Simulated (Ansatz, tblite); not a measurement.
**The cluster Li7O3+: a ladder of methods and basis sets**

One table from this session's results is given with a row withheld; the runs are named, their logs left out.

Program: Ansatz 0.2.0, Gaussian basis. Level of theory: as each input shows. These are calculated values, not measurements.

Plan: GFN1-xTB, GFN2-xTB, PBE-D4/def2-TZVP, r2SCAN-D4/def2-TZVP, B97M-V/def2-TZVP, B3LYP-D4/def2-TZVP, CAM-B3LYP-D4/def2-TZVP, B2PLYP/def2-TZVP, ωB97X-V/def2-TZVP, r2SCAN0-D4/def2-TZVP, LDA/def2-TZVP, PBE-D4/def2-SVP, PBE0-D4/def2-SVP, HF/STO-3G, CCSD(T)/def2-TZVP, RPA/def2-TZVP.

2 further runs of the same task are left out: 2 set aside as unsound or not needed. Runs told in other sessions of the task aren't counted.

### The geometry

The geometry is that of the singlet, from an earlier relaxation (PBE-D4/def2-SVP). At that level it is the lowest of the isomers that a small search found.

10 atoms, charge 1, spin multiplicity 1.

Bond lengths: Li1–O8 1.804 Å, Li1–O10 1.804 Å, Li2–O9 1.804 Å, Li2–O10 1.804 Å, Li3–O8 1.941 Å, Li3–O9 1.942 Å, Li3–O10 1.941 Å, Li4–O8 1.669 Å, Li5–O10 1.669 Å, Li6–O9 1.669 Å, Li7–O8 1.804 Å, Li7–O9 1.804 Å. Angles: O8–Li1–O10 112.6°, O9–Li2–O10 112.6°, O8–Li3–O9 101.3°, O8–Li3–O10 101.3°, O9–Li3–O10 101.3°, O8–Li7–O9 112.6°, Li1–O8–Li3 72.9°, Li1–O8–Li4 125.5°, Li1–O8–Li7 104.9°, Li3–O8–Li4 136.2°, Li3–O8–Li7 72.9°, Li4–O8–Li7 125.6°, Li2–O9–Li3 72.9°, Li2–O9–Li6 125.5°, Li2–O9–Li7 105.0°, Li3–O9–Li6 136.4°, Li3–O9–Li7 72.9°, Li6–O9–Li7 125.5° and more.

The ion is computed in the gas phase, without counter-ions or solvent.

PBE0-D4/def2-TZVP was run before; its log isn't repeated, and its numbers join the tables.

The first run:

Tight binding, by tblite at 300 K electronic temperature and without a spin-polarisation term:

```python
tblite.interface.Calculator('GFN1-xTB', numbers, positions, charge=1, uhf=0).singlepoint()
```

Tight binding, by tblite at 300 K electronic temperature and without a spin-polarisation term:

```python
tblite.interface.Calculator('GFN2-xTB', numbers, positions, charge=1, uhf=0).singlepoint()
```

start.molden holds the orbitals of an earlier run on this state, given as this run's starting guess.

Contents of in.yaml:

```yaml
crystal:
  periodic: [false, false, false]
  atoms:
    - {symbol: Li, position_ang: [0.924593, 0.340848, 1.483904]}
    - {symbol: Li, position_ang: [1.188336, -0.188811, -1.314550]}
    - {symbol: Li, position_ang: [-0.553726, 0.593435, -0.165201]}
    - {symbol: Li, position_ang: [-1.788307, -0.265504, 2.829776]}
    - {symbol: Li, position_ang: [2.161510, 2.554626, -0.279247]}
    - {symbol: Li, position_ang: [-1.252820, -1.344892, -2.811725]}
    - {symbol: Li, position_ang: [-0.773180, -1.589254, 0.229227]}
    - {symbol: O, position_ang: [-0.747071, -0.336740, 1.527598]}
    - {symbol: O, position_ang: [-0.469171, -0.895574, -1.408480]}
    - {symbol: O, position_ang: [1.309837, 1.131866, -0.091312]}
basis:
  gaussian: {orbitals: def2-TZVP, initial_orbitals: start.molden}
total_charge: 1
hamiltonian: {xc: pbe, dispersion: d4}
scf: {omitted_lower_state_checks: [starts]}
output: {orbitals: {seedname: orbitals}}
```

Launch:

```bash
$ ansatz run in.yaml --threads 4 --pin off --events-out ev --progress --plain --max-ram 3916MiB
```

Among the steps run: PBE-D4/def2-TZVP; r2SCAN-D4/def2-TZVP; B97M-V/def2-TZVP; B3LYP-D4/def2-TZVP; CAM-B3LYP-D4/def2-TZVP; B2PLYP/def2-TZVP; ωB97X-V/def2-TZVP; r2SCAN0-D4/def2-TZVP; LDA/def2-TZVP; PBE-D4/def2-SVP; PBE0-D4/def2-SVP; HF/STO-3G; CCSD(T)/def2-TZVP; RPA/def2-TZVP.

One table of the session follows, with a row left open; its other results are not shown here.

It belongs to the step «Levels side by side». 

| level | HOMO (eV) | LUMO (eV) | gap (eV) |
| --- | --- | --- | --- |
| HF/STO-3G | -11.71 | -1.01 | 10.70 |
| LDA/def2-TZVP | -7.73 | -4.27 | 3.46 |
| PBE-D4/def2-SVP | -7.46 | -4.27 | 3.19 |
| PBE-D4/def2-TZVP | -7.50 | -4.28 | 3.22 |
| r2SCAN-D4/def2-TZVP | -7.61 | -3.66 | 3.94 |
| B97M-V/def2-TZVP | -7.63 | -4.20 | 3.43 |
| B3LYP-D4/def2-TZVP | -8.60 | -3.96 | 4.63 |
| PBE0-D4/def2-SVP | ? | ? | ? |
| PBE0-D4/def2-TZVP | -8.78 | -3.68 | 5.10 |
| r2SCAN0-D4/def2-TZVP | -8.89 | -3.30 | 5.59 |
| CAM-B3LYP-D4/def2-TZVP | -10.26 | -3.22 | 7.05 |
| ωB97X-V/def2-TZVP | -11.20 | -2.42 | 8.78 |

**Question.** Estimate the row for PBE0-D4/def2-SVP.

**Answer.** HOMO (eV): -8.72; LUMO (eV): -3.68; gap (eV): 5.04. In the column «HOMO (eV)» it lies between PBE0-D4/def2-TZVP (-8.78) and B3LYP-D4/def2-TZVP (-8.60).
